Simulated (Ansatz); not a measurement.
# H₂Br (doublet): wave-function methods side by side at distance H1–H2 along a hydrogen transfer = 1.016 Å, 6-31G

Aim: climb from Hartree-Fock through coupled cluster and multireference methods for H₂Br (doublet) at one geometry and basis, and see what each rung misses.

Program: Ansatz 0.2.0, Gaussian basis. Level of theory: 6-31G, core rule «outside noble gas», up to 14 orbitals frozen. These are calculated values, not measurements.

Plan: UHF; CCSD(T) on ROHF; CCSD(T) on UHF; BCCD(T) on ROHF; CISD; CCSDT(Q) on ROHF; CCSDT(Q) on UHF; CASSCF and MRCISD+Q, 3 electrons in 3 orbitals; CASSCF and NEVPT2, 3 electrons in 3 orbitals; CASSCF and MRCISD+Q, 9 electrons in 6 orbitals; CASSCF and NEVPT2, 9 electrons in 6 orbitals; Full CI.

7 further runs of the same task are left out: 6 that didn't finish, 1 set aside as unsound or not needed.

## (1) The system

The geometry derives from fragments relaxed apart (PBE0/def2-TZVP) and kept rigid, so it is no stationary point. A hydrogen atom is moved between rigid fragments. No spin-orbit coupling is included. The filled d shell of Br may be among the frozen orbitals whatever the setting's name suggests; the logs give the count.

3 atoms, charge 0, spin multiplicity 2.

Atoms are counted from 1 here; the program's logs count them from 0.

Bond lengths: H2–Br3 1.575 Å.

## (2) UHF

The input, in.yaml:

```yaml
crystal:
  periodic: [false, false, false]
  atoms:
    - {symbol: H, position_ang: [0.000000, 0.000000, -1.202333]}
    - {symbol: H, position_ang: [0.000000, 0.000000, -0.186333]}
    - {symbol: Br, position_ang: [0.000000, 0.000000, 1.388667]}
basis:
  gaussian: {orbitals: 6-31G}
magnetization: {spin_polarized: true, initial_magnetization: 1}
hamiltonian: {xc: hf}
output: {orbitals: {seedname: orbitals}}
```

Command:

```
ansatz run in.yaml --threads 1 --pin off --events-out ev --progress --plain --max-ram 2393MiB
```

Further steps of the session: CCSD(T) on ROHF; CCSD(T) on UHF; BCCD(T) on ROHF; CISD; CCSDT(Q) on ROHF; CCSDT(Q) on UHF; CASSCF and MRCISD+Q, 3 electrons in 3 orbitals; CASSCF and NEVPT2, 3 electrons in 3 orbitals; CASSCF and MRCISD+Q, 9 electrons in 6 orbitals; CASSCF and NEVPT2, 9 electrons in 6 orbitals; Full CI.

**Question.** What will the summary of the whole plan be? Wanted: FCI below the RHF energy; RMP2 from FCI; UMP2 from FCI; RCCSD from FCI; RCCSD(T) from FCI; UCCSD(T) from FCI; RCCSDT(Q) from FCI; UCCSDT(Q) from FCI; NEVPT2 pair from FCI.

The runs gave:

```
                         quantity                                                                                                                                          value
         FCI below the RHF energy                                                                                                                                     -1.9742 eV
                    RMP2 from FCI                                                                                                                                 +9.44 kcal/mol
                    UMP2 from FCI                                                                                                                                 +9.55 kcal/mol
                   RCCSD from FCI                                                                                                                                 +0.59 kcal/mol
                RCCSD(T) from FCI                                                                                                                                 +0.12 kcal/mol
                UCCSD(T) from FCI                                                                                                                                 +0.11 kcal/mol
               RCCSDT(Q) from FCI                                                                                                                                  0.00 kcal/mol
               UCCSDT(Q) from FCI                                                                                                                                  0.00 kcal/mol
             NEVPT2 pair from FCI                                                                                                                                 +4.22 kcal/mol
           MRCISD+Q pair from FCI                                                                                                                                 +0.33 kcal/mol
          NEVPT2 valence from FCI                                                                                                                                 +6.22 kcal/mol
levels within 1 kcal/mol (43 meV)  RCCSD, UCCSD, RCCSD(T), UCCSD(T), BCCD(T), RCCSDT, UCCSDT, RCCSDT(Q), UCCSDT(Q), MRCISD pair, MRCISD+Q pair, MRCISD valence, MRCISD+Q valence
                    T1 diagnostic                                                                                                                                          0.026
   effectively unpaired electrons                                                                                                                                           1.02
```

What this shows: RCCSD(T) misses by +0.12 kcal/mol, 0.3 % of the correlation energy. One determinant dominates. Of the multireference levels listed MRCISD+Q valence comes nearest in total energy (+0.31 kcal/mol), which doesn't show that its space is the better one. These misses are within one basis, not against nature; the frozen cores of restricted and unrestricted runs differ, which can shift their rows.
